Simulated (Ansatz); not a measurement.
# CH₄GeTe: geometry optimisation

Aim: relax CH₄GeTe at this level.

Method: RKS PBE0-D4/def2-SVPD; program: Ansatz 0.2.0.

1 further run of the same task is left out (set aside as unsound or not needed).

### 1 The starting structure

SMILES `[CH2]1[GeH2][Te]1`, 7 atoms, charge 0, spin multiplicity 1.

Atoms are counted from 1 here; the program's logs count them from 0.

Bond lengths: C1–Ge2 1.944 Å, C1–Te3 2.263 Å, C1–H4 1.101 Å, C1–H5 1.101 Å, Ge2–Te3 2.552 Å, Ge2–H6 1.541 Å, Ge2–H7 1.541 Å. Angles: Ge2–C1–Te3 74.2°, Ge2–C1–H4 118.6°, Ge2–C1–H5 118.6°, Te3–C1–H4 111.9°, Te3–C1–H5 112.0°, H4–C1–H5 114.4°, C1–Ge2–Te3 58.6°, C1–Ge2–H6 118.1°, C1–Ge2–H7 117.9°, Te3–Ge2–H6 117.4°, Te3–Ge2–H7 117.5°, H6–Ge2–H7 115.5°, C1–Te3–Ge2 47.2°.

As a file:

```xyz
7

C    -0.7156   -0.5963   -0.3229
Ge    0.7745    0.3861    0.4482
Te   -0.6920    1.4081   -1.3730
H    -0.4987   -1.4249   -1.0145
H    -1.6250   -0.7340    0.2818
H     0.6172    0.9370    1.8786
H     2.2010   -0.0440    0.0562
```

### 2 Relaxation

input.yaml reads:

```yaml
crystal:
  periodic: [false, false, false]
  atoms:
    - { symbol: C, position_ang: [-0.71563, -0.596335, -0.322902] }
    - { symbol: Ge, position_ang: [0.77449, 0.386081, 0.448217] }
    - { symbol: Te, position_ang: [-0.692001, 1.408149, -1.373029] }
    - { symbol: H, position_ang: [-0.498703, -1.42486, -1.014507] }
    - { symbol: H, position_ang: [-1.625039, -0.733967, 0.281754] }
    - { symbol: H, position_ang: [0.617154, 0.936981, 1.878588] }
    - { symbol: H, position_ang: [2.201029, -0.04395, 0.05618] }
basis:
  gaussian: { orbitals: def2-SVPD }
hamiltonian:
  xc: pbe0
  dispersion: d4
output:
  forces: true
relax:
  f_tol: 0.003
  max_steps: 120
```

Run with:

```console
$ ansatz run input.yaml --threads 1 --pin off --max-ram 2560MiB --backend cpu --events-out ev --progress --plain --runs-dir out
```

The log of the run:

```text
Warning: RAYON_NUM_THREADS=1 ignored (pool sized by the plan → 1); use --threads N
The last accepted step is kept in <dir> (removed where the run ends without a failure and the disk answers)
Engine: ansatz 0.2.0, aarch64-unknown-linux-gnu
Functional definition: PBE0
  parameter a = 0.25
  parameter kappa = 0.804
  parameter beta = 0.06672455060314922
  exchange = (1 - a)*pbe_x(kappa = kappa, mu = beta*pi^2/3) + a*exact_x
  correlation = pbe_c(beta = beta)
1451 factors; integrals over basis functions are off by at most 2.0e-4 eV
mean field evaluation 1: about -64892.8893 eV, gradient 4.3e1 eV
mean field evaluation 2: about -64884.6889 eV, gradient 6.4e1 eV
mean field evaluation 4: about -64897.1649 eV, gradient 4.2e0 eV
mean field evaluation 8: about -64897.2195 eV, gradient 7.0e-2 eV
mean field -64897.21954174 eV, -2384.9288292436 hartree, gradient 3.3e-5 eV, S^2 0.000000; 0 other end points of the search recorded, 0 dependent functions left out
the calculation of the forces begins
reference -64897.21958652 eV, -2384.9288308893 hartree; 33, 33 occupied and 92, 92 virtual orbitals, 1451 factors
relax step   1: F+E_penalty+E_count = -64897.36237367 eV  Δ(F+E_penalty+E_count) = +0.000e0 eV  max|allowed force component| = 3.147e-1 eV/Å  Δτ_max = 0.0000 Å  (26 SCF iters, accepted)
these checks for a lower state are left out or cut short: starts, cluster_reference, orbital_swaps, neighbouring_geometries, increment
1451 factors; integrals over basis functions are off by at most 2.1e-4 eV
mean field evaluation 16: about -64897.2052 eV, gradient 4.1e0 eV
mean field -64897.22751371 eV, -2384.9291222081 hartree, gradient 7.6e-6 eV, S^2 0.000000; 0 other end points of the search recorded, 0 dependent functions left out
the calculation of the forces begins
reference -64897.22755814 eV, -2384.9291238409 hartree; 33, 33 occupied and 92, 92 virtual orbitals, 1451 factors
relax step   2: F+E_penalty+E_count = -64897.37101880 eV  Δ(F+E_penalty+E_count) = -8.645e-3 eV  max|allowed force component| = 2.403e-1 eV/Å  Δτ_max = 0.0438 Å  (31 SCF iters, accepted)
these checks for a lower state are left out or cut short: starts, cluster_reference, orbital_swaps, neighbouring_geometries, increment
1451 factors; integrals over basis functions are off by at most 2.1e-4 eV
mean field -64897.23190995 eV, -2384.9292837669 hartree, gradient 2.5e-5 eV, S^2 0.000000; 0 other end points of the search recorded, 0 dependent functions left out
the calculation of the forces begins
reference -64897.23195447 eV, -2384.9292854031 hartree; 33, 33 occupied and 92, 92 virtual orbitals, 1451 factors
relax step   3: F+E_penalty+E_count = -64897.37521634 eV  Δ(F+E_penalty+E_count) = -4.198e-3 eV  max|allowed force component| = 3.906e-2 eV/Å  Δτ_max = 0.0226 Å  (30 SCF iters, accepted)
these checks for a lower state are left out or cut short: starts, cluster_reference, orbital_swaps, neighbouring_geometries, increment
1451 factors; integrals over basis functions are off by at most 2.1e-4 eV
mean field evaluation 32: about -64897.2323 eV, gradient 9.5e-2 eV
mean field -64897.23229392 eV, -2384.9292978777 hartree, gradient 2.6e-5 eV, S^2 0.000000; 0 other end points of the search recorded, 0 dependent functions left out
the calculation of the forces begins
reference -64897.23233845 eV, -2384.9292995142 hartree; 33, 33 occupied and 92, 92 virtual orbitals, 1451 factors
relax step   4: F+E_penalty+E_count = -64897.37559020 eV  Δ(F+E_penalty+E_count) = -3.739e-4 eV  max|allowed force component| = 1.436e-2 eV/Å  Δτ_max = 0.0050 Å  (31 SCF iters, accepted)
these checks for a lower state are left out or cut short: starts, cluster_reference, orbital_swaps, neighbouring_geometries, increment
1451 factors; integrals over basis functions are off by at most 2.1e-4 eV
mean field -64897.23230074 eV, -2384.9292981283 hartree, gradient 1.1e-5 eV, S^2 0.000000; 0 other end points of the search recorded, 0 dependent functions left out
the calculation of the forces begins
reference -64897.23234528 eV, -2384.9292997649 hartree; 33, 33 occupied and 92, 92 virtual orbitals, 1451 factors
relax step   5: F+E_penalty+E_count = -64897.37560669 eV  Δ(F+E_penalty+E_count) = -1.649e-5 eV  max|allowed force component| = 9.037e-3 eV/Å  Δτ_max = 0.0018 Å  (24 SCF iters, accepted)
these checks for a lower state are left out or cut short: starts, cluster_reference, orbital_swaps, neighbouring_geometries, increment
1451 factors; integrals over basis functions are off by at most 2.1e-4 eV
mean field -64897.23230653 eV, -2384.9292983409 hartree, gradient 1.4e-5 eV, S^2 0.000000; 0 other end points of the search recorded, 0 dependent functions left out
the calculation of the forces begins
reference -64897.23235106 eV, -2384.9292999774 hartree; 33, 33 occupied and 92, 92 virtual orbitals, 1451 factors
relax step   6: F+E_penalty+E_count = -64897.37561049 eV  Δ(F+E_penalty+E_count) = -3.797e-6 eV  max|allowed force component| = 3.314e-4 eV/Å  Δτ_max = 0.0005 Å  (21 SCF iters, accepted)
1451 factors; integrals over basis functions are off by at most 2.1e-4 eV
mean field -64897.23230653 eV, -2384.9292983409 hartree, gradient 1.4e-5 eV, S^2 0.000000; 1 other end points of the search recorded, 0 dependent functions left out
the calculation of the forces begins
reference -64897.23235106 eV, -2384.9292999774 hartree; 33, 33 occupied and 92, 92 virtual orbitals, 1451 factors
Total energy: -64897.37565502 eV, -2384.9345663007 hartree
Atom 0 at    -0.710801    -0.588737    -0.322333 Å, force     0.000331     0.000074     0.000095 eV/Å
Atom 1 at     0.769162     0.381584     0.445315 Å, force    -0.000305     0.000002    -0.000110 eV/Å
Atom 2 at    -0.684439     1.391838    -1.359528 Å, force     0.000072     0.000044    -0.000047 eV/Å
Atom 3 at    -0.496057    -1.414344    -1.005827 Å, force    -0.000230     0.000046    -0.000008 eV/Å
Atom 4 at    -1.613332    -0.726700     0.278755 Å, force     0.000178    -0.000129     0.000009 eV/Å
Atom 5 at     0.611715     0.928409     1.863581 Å, force    -0.000058     0.000060     0.000106 eV/Å
Atom 6 at     2.185052    -0.039951     0.054339 Å, force     0.000011    -0.000097    -0.000046 eV/Å
Dipole moment:     0.132847    -0.246156     0.247280 e Å
```

Wall time 61 s (1 thread of Arm Neoverse V1, shared host); peak memory 0.34 GiB.

The steps of the relaxation:

| step | energy from step 1 (eV) | largest force component (eV/Å) |
| --- | --- | --- |
| 1 | 0.0000 | 0.3147 |
| 2 | -0.0086 | 0.2403 |
| 3 | -0.0128 | 0.0391 |
| 4 | -0.0132 | 0.0144 |
| 5 | -0.0132 | 0.0090 |
| 6 | -0.0132 | 0.0003 |

Distances of close pairs at the start and the end, largest changes first:

| bond | before (Å) | after (Å) | change (Å) |
| --- | --- | --- | --- |
| C1–Te3 | 2.263 | 2.236 | -0.027 |
| Ge2–Te3 | 2.552 | 2.528 | -0.024 |
| C1–Ge2 | 1.944 | 1.929 | -0.015 |
| Ge2–H6 | 1.541 | 1.528 | -0.013 |
| Ge2–H7 | 1.541 | 1.528 | -0.012 |
| C1–H4 | 1.101 | 1.093 | -0.008 |
| C1–H5 | 1.101 | 1.093 | -0.008 |

### 3 What came out

| quantity | value |
| --- | --- |
| energy gained | 0.0132 eV |
| root mean square move | 0.015 Å |
| dipole moment | 1.79 D |

In words: Bond lengths: C1–Ge2 1.929 Å, C1–Te3 2.236 Å, C1–H4 1.093 Å, C1–H5 1.093 Å, Ge2–Te3 2.528 Å, Ge2–H6 1.528 Å, Ge2–H7 1.528 Å. Angles: Ge2–C1–Te3 74.3°, Ge2–C1–H4 118.6°, Ge2–C1–H5 118.6°, Te3–C1–H4 112.1°, Te3–C1–H5 112.1°, H4–C1–H5 114.2°, C1–Ge2–Te3 58.4°, C1–Ge2–H6 118.1°, C1–Ge2–H7 118.1°, Te3–Ge2–H6 117.4°, Te3–Ge2–H7 117.4°, H6–Ge2–H7 115.6°, C1–Te3–Ge2 47.3°. No frequencies were computed here.
